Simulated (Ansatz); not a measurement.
**CH₃Ge+ (singlet): wave-function methods side by side, cc-pVDZ**

An exercise on one series of results from a longer session: the logs are not shown, and one member is left open.

The runs use Ansatz 0.2.0, Gaussian basis; cc-pVDZ, core rule «outside noble gas», up to 15 orbitals frozen.

Plan: UHF; CCSD(T) on RHF; BCCD(T) on RHF; CISD; CCSDT(Q) on RHF.

26 further runs of the same task are left out: 1 for a known fault of the program, 10 that didn't finish, 15 set aside as unsound or not needed.

**The system**

The geometry is a PBE0/def2-TZVP stationary point (not a proven minimum) of the parent state, kept for this charge and spin. No spin-orbit coupling is included. The filled d shell of Ge may be among the frozen orbitals whatever the setting's name suggests; the logs give the count.

5 atoms, charge 1, spin multiplicity 1.

Atoms are counted from 1 here; the program's logs count them from 0.

Bond lengths: Ge1–C2 1.989 Å, C2–H3 1.100 Å, C2–H4 1.093 Å, C2–H5 1.093 Å. Angles: Ge1–C2–H3 104.9°, Ge1–C2–H4 113.6°, Ge1–C2–H5 113.6°, H3–C2–H4 107.2°, H3–C2–H5 107.2°, H4–C2–H5 109.9°.

Set-up of the first run:

Input file in.yaml:

```yaml
crystal:
  periodic: [false, false, false]
  atoms:
    - {symbol: Ge, position_ang: [0.000048, 0.000000, 0.354437]}
    - {symbol: C, position_ang: [0.010265, 0.000000, -1.634875]}
    - {symbol: H, position_ang: [-1.051269, -0.000009, -1.923563]}
    - {symbol: H, position_ang: [0.462733, 0.894528, -2.069318]}
    - {symbol: H, position_ang: [0.462748, -0.894520, -2.069318]}
basis:
  gaussian: {orbitals: cc-pVDZ}
total_charge: 1
magnetization: {spin_polarized: true, initial_magnetization: 0}
hamiltonian: {xc: hf}
output: {orbitals: {seedname: orbitals}}
```

The run is started by

```sh
> ansatz run in.yaml --threads 1 --pin off --events-out ev --progress --plain --max-ram 2393MiB
```

Among the steps run: UHF; CCSD(T) on RHF; BCCD(T) on RHF; CISD; CCSDT(Q) on RHF.

One of the session's tables, all rows but one given; the rest of the session is left out.

It belongs to the step «Misses and costs». 

```
   method  from RCCSDT(Q) (meV)
      RHF               +6493.4
     RMP2               +1077.0
     CISD                +678.7
    RCCSD                +199.5
 RCCSD(T)                 +29.5
  BCCD(T)                     ?
   RCCSDT                 +10.3
RCCSDT(Q)                     0
```

Estimate the missing values for BCCD(T).

As computed: from RCCSDT(Q) (meV): +28.3. In the column «from RCCSDT(Q) (meV)» it lies between RCCSDT (+10.3) and RCCSD(T) (+29.5).
